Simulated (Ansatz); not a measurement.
# B5W3: from a guess to a relaxed structure

The task: take a trial cell of B5W3 to zero force and stress.

Method: DFT PBE, scalar-relativistic, plane waves, PAW, in Ansatz 0.2.0.

## 1. Starting point

It takes space group Im-3m (No. 229, cubic). Conventional cell: a = 5.595 Å, b = 5.595 Å, c = 5.595 Å, α = 90.00°, β = 90.00°, γ = 90.00°. Around B (site symmetry m-3m) lie 8 B at 2.42 Å. B (site symmetry -3m) has 2 B at 2.42 Å and 6 W at 2.42 Å as nearest neighbours. W (site symmetry 4/mmm) has 8 B at 2.42 Å as nearest neighbours.

Structure file:

```cif
data_structure
_symmetry_space_group_name_H-M 'P 1'
_symmetry_Int_Tables_number 1
_cell_length_a 4.8451
_cell_length_b 4.8451
_cell_length_c 4.8451
_cell_angle_alpha 109.471
_cell_angle_beta 109.471
_cell_angle_gamma 109.471
_cell_volume 87.55
loop_
_atom_site_label
_atom_site_type_symbol
_atom_site_fract_x
_atom_site_fract_y
_atom_site_fract_z
_atom_site_occupancy
B1 B 0.00000 0.00000 0.00000 1
B2 B 0.00000 0.00000 0.50000 1
B3 B 0.00000 0.50000 0.00000 1
B4 B 0.50000 0.00000 0.00000 1
B5 B 0.50000 0.50000 0.50000 1
W1 W 0.00000 0.50000 0.50000 1
W2 W 0.50000 0.50000 0.00000 1
W3 W 0.50000 0.00000 0.50000 1
```

The cell is invented: species swapped into a database cell of Fe5Co3 (Im-3m, No. 229), with B on the Fe sites and W on the Co sites. The dimensions are guesses.

## 2. A first look at the guess

Contents of input.yaml:

```yaml
crystal:
  lattice:
    - [-2.79730802, 2.79730802, 2.79730802]
    - [2.79730802, -2.79730802, 2.79730802]
    - [2.79730802, 2.79730802, -2.79730802]
  atoms:
    - { symbol: B, position: [0.0, 0.0, 0.0] }
    - { symbol: B, position: [0.0, 0.0, 0.5] }
    - { symbol: B, position: [0.0, 0.5, 0.0] }
    - { symbol: B, position: [0.5, 0.0, 0.0] }
    - { symbol: B, position: [0.5, 0.5, 0.5] }
    - { symbol: W, position: [0.0, 0.5, 0.5] }
    - { symbol: W, position: [0.5, 0.5, 0.0] }
    - { symbol: W, position: [0.5, 0.0, 0.5] }
basis:
  ecutwfc: 420
kpoints:
  mp_grid: { grid: [4, 4, 4] }
hamiltonian:
  xc: pbe
scf:
  occupations: { method: gaussian, width: 0.1 }
  lower_state_search: "off"
output:
  forces: true
  stress: true
  eigenvalues: true
```

Run with:

```
> ansatz run input.yaml --threads 1 --pin off --max-ram 2048MiB --backend cpu --events-out ev --progress --plain --runs-dir out
```

The session goes on with these runs: coarse relaxation; full relaxation.

Before running it: what results should come out? Wanted: conventional cell; volume; energy over the elements; gap on the mesh.

**Answer**, as computed:

```
                              quantity                                                                      value
symmetry at the end (tolerance 0.05 Å)                                                space group Im-3m (No. 229)
                     conventional cell  a = 5.450 Å, b = 5.450 Å, c = 5.450 Å, α = 90.00°, β = 90.00°, γ = 90.00°
                                volume                                                              10.12 Å³/atom
              energy over the elements                                                              +0.69 eV/atom
                       gap on the mesh                                                               none (metal)
```

What this shows: The space group Im-3m (No. 229) is kept, and the volume per atom shrinks by 7.6 % from the first guess. With a positive formation energy it can't be a ground state. No finished test with a distortion of lower symmetry is shown, so the end may be a saddle point. Spin-orbit coupling is left out for W.
